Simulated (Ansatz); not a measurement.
**CH₅SSn radical: a ladder of functionals and wavefunction methods**

Aim: compute CH₅SSn radical with functionals from several rungs and with coupled cluster, and see how far each lands from CCSD(T) at the basis-set limit for the atomisation energy.

The runs use Ansatz 0.2.0, Gaussian basis; functionals in def2-TZVPP, the program's frozen cores in correlated methods.

Levels to be run: LDA (SPW92), PBE-D4, revPBE-D4, BLYP-D4, r2SCAN-D4, B97M-V, PBE0-D4, B3LYP-D4, r2SCANh-D4, r2SCAN0-D4, HSE06-D4, BHLYP-D4, CAM-B3LYP-D4, LC-ωPBE, ωB97X-V, ωB97M-V, B2PLYP, PBE-QIDH; CCSD(T)/def2-SVP; CCSD(T)/def2-TZVPP; MP2/def2-QZVPP; extrapolation to the limit; RPA on PBE.

### Step 1. The geometry

All runs share one geometry, relaxed beforehand with PBE0-D4 in a triple-zeta def2 set. Sn takes the def2 core potential; no spin-orbit term is included.

SMILES `C[S][SnH2]`, 8 atoms, charge 0, spin multiplicity 2.

Atoms are counted from 1 here; the program's logs count them from 0.

Bond lengths: C1–S2 1.815 Å, C1–H4 1.090 Å, C1–H5 1.090 Å, C1–H6 1.090 Å, S2–Sn3 2.402 Å, Sn3–H7 1.731 Å, Sn3–H8 1.723 Å. Angles: S2–C1–H4 111.2°, S2–C1–H5 111.4°, S2–C1–H6 106.6°, H4–C1–H5 109.9°, H4–C1–H6 108.6°, H5–C1–H6 108.8°, C1–S2–Sn3 100.8°, S2–Sn3–H7 106.1°, S2–Sn3–H8 104.6°, H7–Sn3–H8 110.0°.

### Step 2. LDA

This LDA is Slater exchange with PW92 correlation.

in.yaml reads:

```yaml
crystal:
  periodic: [false, false, false]
  atoms:
    - {symbol: C, position_ang: [-0.678899, 1.155494, -0.442602]}
    - {symbol: S, position_ang: [-0.981253, -0.130389, 0.801592]}
    - {symbol: Sn, position_ang: [0.670733, -1.758718, 0.178994]}
    - {symbol: H, position_ang: [-0.974033, 0.820151, -1.436370]}
    - {symbol: H, position_ang: [0.366112, 1.464795, -0.450158]}
    - {symbol: H, position_ang: [-1.296840, 2.009761, -0.165405]}
    - {symbol: H, position_ang: [2.127326, -0.872502, -0.120933]}
    - {symbol: H, position_ang: [0.858954, -2.745592, 1.579082]}
basis:
  gaussian: {orbitals: def2-TZVPP}
magnetization: {spin_polarized: true, initial_magnetization: 1}
hamiltonian: {xc: lda}
output: {orbitals: {seedname: orbitals}}
```

Command:

```bash
> ansatz run in.yaml --threads 4 --pin off --events-out ev --progress --plain --max-ram 10444MiB
```

After this run come: PBE-D4 (GGA); revPBE-D4 (GGA); BLYP-D4 (GGA); r2SCAN-D4 (meta-GGA); B97M-V (meta-GGA); B3LYP-D4 (hybrid); r2SCANh-D4 (hybrid); r2SCAN0-D4 (hybrid); HSE06-D4 (hybrid); BHLYP-D4 (hybrid); CAM-B3LYP-D4 (range-separated); LC-ωPBE (range-separated); ωB97X-V (range-separated); ωB97M-V (range-separated); B2PLYP (double hybrid); PBE-QIDH (double hybrid); CCSD(T) in def2-SVP; CCSD(T) in def2-TZVPP; MP2 in def2-QZVPP; RPA on PBE orbitals.

**Question.** What will the summary of the whole plan be? Wanted: atomisation energy, CCSD(T)/CBS; farthest beyond LDA; mean size of error, GGA; mean size of error, meta-GGA; mean size of error, hybrid; mean size of error, range-separated; mean size of error, double hybrid; gap, smallest and largest; T1 diagnostic.

The runs gave:

| quantity | value |
| --- | --- |
| atomisation energy, CCSD(T)/CBS | 2343.2 kJ/mol |
| functionals within 23.4 kJ/mol (1.0 %) | revPBE-D4, BLYP-D4, r2SCAN-D4, PBE0-D4, B3LYP-D4, r2SCANh-D4, r2SCAN0-D4, HSE06-D4, CAM-B3LYP-D4, ωB97X-V, ωB97M-V |
| farthest beyond LDA | BHLYP-D4 (-58.2 kJ/mol) |
| mean size of error, GGA | 21.5 kJ/mol |
| mean size of error, meta-GGA | 22.7 kJ/mol |
| mean size of error, hybrid | 15.8 kJ/mol |
| mean size of error, range-separated | 13.1 kJ/mol |
| mean size of error, double hybrid | 37.7 kJ/mol |
| gap, smallest and largest | 0.63 eV (LDA (SPW92)), 7.36 eV (LC-ωPBE) |
| T1 diagnostic | 0.0164 |
| triples share of the correlation energy | 3.6 % |

**Reading.** The LDA atomisation energy is off by 331.9 kJ/mol (14 %): it overbinds. PBE-D4 is off by +25.7 kJ/mol. Double hybrids carry the basis error of their MP2 part in triple zeta, and no dispersion term here, so their miss is partly the set-up's. The rungs range-separated, hybrid, GGA, meta-GGA miss on average by less than the doubt on the reference (23.4 kJ/mol), so they tie. The reference freezes the cores and leaves out spin-orbit coupling and excitations past (T), and its outer-core shells are covered unevenly, so misses under about 23.4 kJ/mol can't be ranked. All levels share the lack of spin-orbit coupling, which lowers the free heavy atoms and so the true binding. Hartree-Fock recovers 72 % of the binding; the rest is correlation. CCSD(T) in def2-SVP is off by -168.5 kJ/mol, worse than the median functional, from the basis alone. The gap grows from 0.6 to 7.4 eV across the functionals, mostly with the share of exact exchange. Correlated methods include outer-core shells of Sn, which these sets cover unevenly.
